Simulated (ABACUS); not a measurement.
Runs of ABACUS 3.10.1 on BiTe. It takes space group Fm-3m (No. 225, cubic). The conventional cell has a = 6.470 Å, b = 6.470 Å, c = 6.470 Å, α = 90.00°, β = 90.00°, γ = 90.00°. Around Bi (site symmetry m-3m) lie 6 Te at 3.23 Å. Around Te (site symmetry m-3m) lie 6 Bi at 3.23 Å. 

```csv
task,potentials or basis,cutoff (eV),SCF threshold on the density,eigensolver,gap on the mesh (eV),pressure (GPa),V0 of scaled cells (Å³/atom),B0 (GPa)
single point,"PseudoDojo NC SR 0.4.1 PBE standard, plane waves",1129,1e-08,dav,none,1.0,-,-
single point,"PseudoDojo NC SR 0.4.1 PBE standard, DZP LCAO (the cutoffs set its grid)",1361,1e-07,genelpa,none,1.9,-,-
equation of state,"PseudoDojo NC SR 0.4.1 PBE standard, plane waves",1129,1e-08,dav,-,-,(a),47
equation of state,"PseudoDojo NC SR 0.4.1 PBE standard, DZP LCAO (the cutoffs set its grid)",1361,1e-07,genelpa,-,-,35.25,(b)
```

Alike in all rows: level PBE; no spin polarisation; cell as given; k mesh 7 × 7 × 7; smearing fermi-dirac 0.05 eV.

Fill in the values left out.

(a) 34.53; (b) 44.

Caveats: spin-orbit coupling is left out, which moves the levels of the heavy elements; the atomic orbitals were generated for these runs and aren't a published set (some runs); the basis of atomic orbitals isn't converged, which shifts pressures, moduli and gaps (some runs).

A k mesh can miss the band edges, and the runs leave out spin-orbit coupling on Bi, Te.

A gap of «none» marks a metal or a gap under the smearing width.

Not every run made on this cell is shown here.
